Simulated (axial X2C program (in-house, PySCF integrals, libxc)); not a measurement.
# HTaH: bond lengths and stretches, held linear

The task here is to estimate one member of a computed series from the others.

Program: an in-house X2C program for linear molecules on PySCF integrals. Level of theory: all-electron X2C, two-component (2c) or spin-free, H dyall-v3z, Ta dyall-v3z. These are calculated values, not measurements.

All values are calculated.

2 further runs of the same task are left out: 2 set aside as unsound or not needed.

Set-up of the first run:

task.json reads:

```json
{"zs": [1, 73, 1], "q": 0, "bas": ["dyall-v3z", "dyall-v3z", "dyall-v3z"], "r0": [1.78, 1.78], "symm": 1, "scan": ["PBE0", "HF", "BHandHLYP"], "levels": ["PBE0", "HF", "BHandHLYP"], "nst": 2}
```

Keys: zs atomic numbers; q charge; bas basis sets; r0 starting distance in Å; symm equal bonds; scan levels of the two-bond scan (MP2 follows by itself at each HF point); levels methods; nst determinants followed.

Run with:

```sh
> python solin.py task.json out
```

Masses H 1.008, Ta 180.948, H 1.008 u.

Among the steps run: Scan at PBE0, 2c; Scan at HF, 2c; Scan at BHandHLYP, 2c.

One of the session's tables, all rows but one given; the rest of the session is left out.

```
               level  r(H–Ta) (Å)  r(Ta–H) (Å)  lower stretch (cm⁻¹)  upper stretch (cm⁻¹)
            PBE0, 2c        1.879        1.879                1546.3                1735.7
              HF, 2c        1.898        1.898                1563.9                1758.4
       BHandHLYP, 2c        1.877        1.877                1568.3                1761.3
             MP2, 2c        1.870        1.870                1609.7                1795.7
     PBE0, spin-free        1.882        1.882                1545.1                1738.3
       HF, spin-free        1.901        1.901                1562.2                1760.7
BHandHLYP, spin-free            ?            ?                     ?                     ?
      MP2, spin-free        1.872        1.872                1609.1                1799.4
```

**Question.** Estimate the row for BHandHLYP, spin-free.

The run gave: r(H–Ta) (Å): 1.880; r(Ta–H) (Å): 1.880; lower stretch (cm⁻¹): 1568.5; upper stretch (cm⁻¹): 1765.4. In the column «r(H–Ta) (Å)» it lies between PBE0, 2c (1.879) and PBE0, spin-free (1.882).

Scans not shown above were run alike.

**Reading.** Over the levels the H–Ta bond spans 1.870 to 1.901 Å and the Ta–H bond 1.870 to 1.901 Å. At PBE0 going from spin-free to two-component moves the bonds by -0.003 and -0.003 Å. Each state is one determinant, the lowest of a limited PBE0 search; the stretches come from a fit to few points and are good to some per cent at best. MP2 freezes inner shells (threshold -2 hartree). The molecule was held linear; bending was not examined, so a bent shape may lie lower. Note: several unpaired electrons, one determinant need not be a pure state.
